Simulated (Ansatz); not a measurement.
Crystal: CsCaMg6.

```
Cs Ca Mg
1.0
     5.25914    0.00000    0.00000
     0.00000    3.55241    6.75343
     0.00000   -3.55241    6.75343
Cs Ca Mg
1 1 6
Direct
  0.50000 0.68189 0.68189
  0.50000 0.16591 0.16591
  0.00000 0.86210 0.86210
  0.00000 0.34954 0.34954
  0.00000 0.27919 0.81457
  0.00000 0.81457 0.27919
  0.50000 0.18458 0.66221
  0.50000 0.66221 0.18458
```

The cell comes from a database or a generator and needn't be the stable form of this composition.

Base run:

- Program: Ansatz 0.2.0
- Functional: PBE
- Potentials or basis: Ansatz PAW
- Cutoff: 420 eV
- Density cutoff: 1680 eV
- k mesh: 5 × 4 × 4
- Occupations: fermi-dirac, width 0.05 eV
- Spin: no spin polarisation

Its results: band gap on the k mesh none (metal or under the smearing width); pressure 0.1 GPa; largest force 0.053 eV/Å.

Q: The run is repeated on the same cell with these changes: functional from PBE to LDA; occupations from fermi-dirac, width 0.05 eV to gaussian, width 0.02 eV. What comes out?

A: Band gap on the k mesh none (metal or under the smearing width); pressure -1.6 GPa; largest force 0.098 eV/Å.

Caveats: the PAW data sets come from PBE, with cores solved anew for the run's functional, which leaves a small shift of forces and pressure (some runs).

Not every run made on this cell is shown here.
